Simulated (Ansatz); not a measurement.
**CH8O4Si2: a ladder of functionals and wavefunction methods**

One table from this session's results is given with a row withheld; the runs are named, their logs left out.

Method: functionals in def2-TZVPP, the program's frozen cores in correlated methods; program: Ansatz 0.2.0, Gaussian basis.

The runs, in order: PBE-D4, r2SCAN-D4, PBE0-D4, B3LYP-D4, ωB97X-V, ωB97M-V, B2PLYP; CCSD(T)/def2-TZVPP; MP2/def2-QZVPP; extrapolation to the limit.

**The geometry**

An earlier PBE0-D4 in a triple-zeta def2 set relaxation fixed the geometry.

15 atoms, charge 0, spin multiplicity 1.

Atoms are counted from 1 here; the program's logs count them from 0.

Bond lengths: C1–Si2 1.861 Å, C1–H8 1.092 Å, C1–H9 1.093 Å, C1–H10 1.093 Å, Si2–O3 1.656 Å, Si2–Si4 2.349 Å, Si2–H11 1.498 Å, O3–H12 0.960 Å, Si4–O5 1.646 Å, Si4–O6 1.642 Å, Si4–O7 1.649 Å, O5–H13 0.960 Å, O6–H14 0.959 Å, O7–H15 0.958 Å. Angles: Si2–C1–H8 110.9°, Si2–C1–H9 110.4°, Si2–C1–H10 110.5°, H8–C1–H9 108.5°, H8–C1–H10 108.4°, H9–C1–H10 108.0°, C1–Si2–O3 108.8°, C1–Si2–Si4 113.8°, C1–Si2–H11 108.4°, O3–Si2–Si4 107.0°, O3–Si2–H11 110.2°, Si4–Si2–H11 108.5°, Si2–O3–H12 114.5°, Si2–Si4–O5 101.1°, Si2–Si4–O6 116.4°, Si2–Si4–O7 114.4°, O5–Si4–O6 107.7°, O5–Si4–O7 113.8° and more.

As a file:

```
C     0.1729    0.9785   -2.0977
Si    0.8040   -0.1936   -0.7968
O     2.2818    0.3370   -0.2711
Si   -0.5822   -0.3503    1.0935
O     0.5349   -0.4798    2.2950
O    -1.5193    0.9574    1.4210
O    -1.6575   -1.5995    1.0487
H    -0.0074    1.9689   -1.6749
H     0.8996    1.0754   -2.9081
H    -0.7633    0.6092   -2.5249
H     0.9309   -1.5547   -1.4088
H     2.4467    0.1934    0.6637
H     0.2367   -0.3648    3.2007
H    -2.4486    0.8751    1.1999
H    -1.3292   -2.4523    0.7597
```

Set-up of the first run:

File in.yaml:

```yaml
crystal:
  periodic: [false, false, false]
  atoms:
    - {symbol: C, position_ang: [0.172865, 0.978536, -2.097670]}
    - {symbol: Si, position_ang: [0.803975, -0.193578, -0.796763]}
    - {symbol: O, position_ang: [2.281757, 0.336950, -0.271115]}
    - {symbol: Si, position_ang: [-0.582235, -0.350350, 1.093518]}
    - {symbol: O, position_ang: [0.534912, -0.479765, 2.295031]}
    - {symbol: O, position_ang: [-1.519281, 0.957442, 1.421003]}
    - {symbol: O, position_ang: [-1.657453, -1.599473, 1.048747]}
    - {symbol: H, position_ang: [-0.007381, 1.968865, -1.674861]}
    - {symbol: H, position_ang: [0.899645, 1.075421, -2.908127]}
    - {symbol: H, position_ang: [-0.763343, 0.609178, -2.524928]}
    - {symbol: H, position_ang: [0.930895, -1.554684, -1.408763]}
    - {symbol: H, position_ang: [2.446689, 0.193447, 0.663680]}
    - {symbol: H, position_ang: [0.236742, -0.364763, 3.200671]}
    - {symbol: H, position_ang: [-2.448560, 0.875065, 1.199852]}
    - {symbol: H, position_ang: [-1.329238, -2.452292, 0.759715]}
basis:
  gaussian: {orbitals: def2-TZVPP}
hamiltonian: {xc: pbe, dispersion: d4}
output: {forces: true, orbitals: {seedname: orbitals}}
```

The run is started by

```sh
ansatz run in.yaml --threads 2 --pin off --events-out ev --progress --plain --max-ram 32768MiB --backend cuda --devices 0, --max-vram 18GiB
```

Among the steps run: PBE-D4 (GGA); r2SCAN-D4 (meta-GGA); PBE0-D4 (hybrid); B3LYP-D4 (hybrid); ωB97X-V (range-separated); ωB97M-V (range-separated); B2PLYP (double hybrid); CCSD(T) in def2-TZVPP; MP2 in def2-QZVPP.

One of the session's tables, all rows but one given; the rest of the session is left out.

It belongs to the step «Atomisation energies». 

| method | atomisation energy (kcal/mol) |
| --- | --- |
| PBE-D4 | 1417.4 |
| r2SCAN-D4 | 1404.2 |
| PBE0-D4 | 1388.6 |
| B3LYP-D4 | 1395.3 |
| ωB97X-V | ? |
| ωB97M-V | 1405.8 |
| B2PLYP | 1384.3 |
| HF/def2-TZVPP | 1003.2 |
| MP2/def2-TZVPP | 1398.9 |
| CCSD/def2-TZVPP | 1346.1 |
| CCSD(T)/def2-TZVPP | 1366.7 |
| MP2/CBS | 1442.2 |
| CCSD(T)/CBS | 1410.0 |

**Question.** Estimate the row for ωB97X-V.

As computed: atomisation energy (kcal/mol): 1405.2. In the column «atomisation energy (kcal/mol)» it lies between r2SCAN-D4 (1404.2) and ωB97M-V (1405.8).
